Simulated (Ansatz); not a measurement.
# C2H7BClFSi: the cost of one run

Method: RKS PBE/STO-3G, in Ansatz 0.2.0.

## Step 1: The structure to begin with

Bond lengths: F1–B2 1.407 Å, B2–C3 1.567 Å, C3–Si4 1.911 Å, C3–C5 1.546 Å, C5–Cl6 1.809 Å, B2–H7 1.163 Å, C3–H8 1.144 Å, Si4–H9 1.448 Å, Si4–H10 1.401 Å, Si4–H11 1.529 Å, C5–H12 1.071 Å, C5–H13 1.060 Å. Angles (14 of 21 angles, heavy atoms first): F1–B2–C3 118.9°, B2–C3–Si4 111.2°, B2–C3–C5 113.4°, Si4–C3–C5 107.7°, C3–C5–Cl6 110.1°, F1–B2–H7 122.4°, C3–B2–H7 118.8°, B2–C3–H8 112.1°, Si4–C3–H8 104.9°, C5–C3–H8 107.0°, C3–Si4–H9 107.0°, C3–Si4–H10 112.8°, C3–Si4–H11 106.4°, C3–C5–H12 110.7°.

As a file:

```xyz
13

F    -2.3946    0.7403    1.2749
B    -1.6189    0.1820    0.2420
C    -0.0577    0.2959    0.3216
Si    0.7549   -1.4277    0.4605
C     0.5682    1.0151   -0.8959
Cl    0.0939    2.7608   -0.8972
H    -2.0945   -0.3664   -0.6667
H     0.2856    0.8594    1.2558
H     0.3427   -2.1844   -0.7036
H     2.1455   -1.3607    0.6189
H     0.1116   -2.1120    1.6667
H     0.2567    0.5523   -1.8102
H     1.6270    1.0107   -0.8519
```

## Step 2: Preparing the start

Contents of input.yaml:

```yaml
crystal:
  periodic: [false, false, false]
  atoms:
    - { symbol: F, position_ang: [-2.3946, 0.7403, 1.2749] }
    - { symbol: B, position_ang: [-1.6189, 0.182, 0.242] }
    - { symbol: C, position_ang: [-0.0577, 0.2959, 0.3216] }
    - { symbol: Si, position_ang: [0.7549, -1.4277, 0.4605] }
    - { symbol: C, position_ang: [0.5682, 1.0151, -0.8959] }
    - { symbol: Cl, position_ang: [0.0939, 2.7608, -0.8972] }
    - { symbol: H, position_ang: [-2.0945, -0.3664, -0.6667] }
    - { symbol: H, position_ang: [0.2856, 0.8594, 1.2558] }
    - { symbol: H, position_ang: [0.3427, -2.1844, -0.7036] }
    - { symbol: H, position_ang: [2.1455, -1.3607, 0.6189] }
    - { symbol: H, position_ang: [0.1116, -2.112, 1.6667] }
    - { symbol: H, position_ang: [0.2567, 0.5523, -1.8102] }
    - { symbol: H, position_ang: [1.627, 1.0107, -0.8519] }
basis:
  gaussian: { orbitals: STO-3G }
hamiltonian:
  xc: pbe
relax:
  f_tol: 0.02
  max_steps: 40
scf:
  lower_state_search: "off"
```

Launch:

```sh
$ ansatz run input.yaml --threads 1 --pin off --max-ram 2048MiB --backend cpu --events-out ev --progress --plain --runs-dir out
```

Q: Estimate wall time and peak memory on 1 thread of Intel Xeon Platinum 8259CL at 2.50GHz (Skylake/Cascade Lake), shared host.

About 39 s, with a peak of 0.2 GiB.
